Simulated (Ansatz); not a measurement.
**C₂H₅IOSi: up Jacob's ladder to CCSD(T)**

The task here is to estimate one member of a computed series from the others.

Program: Ansatz 0.2.0, Gaussian basis. Level of theory: functionals in def2-TZVPP, the program's frozen cores in correlated methods. These are calculated values, not measurements.

Levels to be run: PBE-D4, r2SCAN-D4, PBE0-D4, B3LYP-D4, ωB97X-V, ωB97M-V, B2PLYP; CCSD(T)/def2-TZVPP; MP2/def2-QZVPP; extrapolation to the limit.

## The geometry

An earlier PBE0-D4 in a triple-zeta def2 set relaxation fixed the geometry. I takes the def2 core potential; no spin-orbit term is included.

SMILES `IC1C[SiH2]O1`, 10 atoms, charge 0, spin multiplicity 1.

Atoms are counted from 1 here; the program's logs count them from 0.

Bond lengths: I1–C2 2.185 Å, C2–C3 1.540 Å, C2–O5 1.405 Å, C2–H6 1.089 Å, C3–Si4 1.874 Å, C3–H7 1.091 Å, C3–H8 1.086 Å, Si4–O5 1.686 Å, Si4–H9 1.484 Å, Si4–H10 1.483 Å. Angles: I1–C2–C3 112.7°, I1–C2–O5 111.1°, I1–C2–H6 102.8°, C3–C2–O5 103.1°, C3–C2–H6 116.2°, O5–C2–H6 111.2°, C2–C3–Si4 82.4°, C2–C3–H7 112.2°, C2–C3–H8 115.3°, Si4–C3–H7 116.4°, Si4–C3–H8 118.7°, H7–C3–H8 109.6°, C3–Si4–O5 80.7°, C3–Si4–H9 118.7°, C3–Si4–H10 118.8°, O5–Si4–H9 112.5°, O5–Si4–H10 114.0°, H9–Si4–H10 109.3° and more.

The first run:

in.yaml reads:

```yaml
crystal:
  periodic: [false, false, false]
  atoms:
    - {symbol: I, position_ang: [-2.298528, -0.107736, 1.652698]}
    - {symbol: C, position_ang: [-1.010081, 0.237968, -0.077300]}
    - {symbol: C, position_ang: [0.373781, 0.788644, 0.314295]}
    - {symbol: Si, position_ang: [0.950405, -0.837532, -0.417231]}
    - {symbol: O, position_ang: [-0.701193, -0.968829, -0.727289]}
    - {symbol: H, position_ang: [-1.621775, 0.879231, -0.709328]}
    - {symbol: H, position_ang: [0.631237, 1.690190, -0.242807]}
    - {symbol: H, position_ang: [0.519633, 0.962948, 1.376502]}
    - {symbol: H, position_ang: [1.761784, -0.812449, -1.659307]}
    - {symbol: H, position_ang: [1.477938, -1.883535, 0.492867]}
basis:
  gaussian: {orbitals: def2-TZVPP}
hamiltonian: {xc: pbe, dispersion: d4}
output: {forces: true, orbitals: {seedname: orbitals}}
```

Command:

```console
ansatz run in.yaml --threads 4 --pin off --events-out ev --progress --plain --max-ram 10444MiB
```

Among the steps run: PBE-D4 (GGA); r2SCAN-D4 (meta-GGA); PBE0-D4 (hybrid); B3LYP-D4 (hybrid); ωB97X-V (range-separated); ωB97M-V (range-separated); B2PLYP (double hybrid); CCSD(T) in def2-TZVPP; MP2 in def2-QZVPP.

One table of the session follows, with a row left open; its other results are not shown here.

It belongs to the step «Atomisation energies». 

```
            method  atomisation energy (eV)
            PBE-D4                   38.142
         r2SCAN-D4                   37.449
           PBE0-D4                        ?
          B3LYP-D4                   37.141
           ωB97X-V                   37.427
           ωB97M-V                   37.331
            B2PLYP                   36.789
     HF/def2-TZVPP                   26.502
    MP2/def2-TZVPP                   37.174
   CCSD/def2-TZVPP                   35.637
CCSD(T)/def2-TZVPP                   36.322
           MP2/CBS                   38.284
       CCSD(T)/CBS                   37.431
```

Q: Estimate the row for PBE0-D4 from the others.

As computed: atomisation energy (eV): 37.415. In the column «atomisation energy (eV)» it lies between ωB97M-V (37.331) and ωB97X-V (37.427).
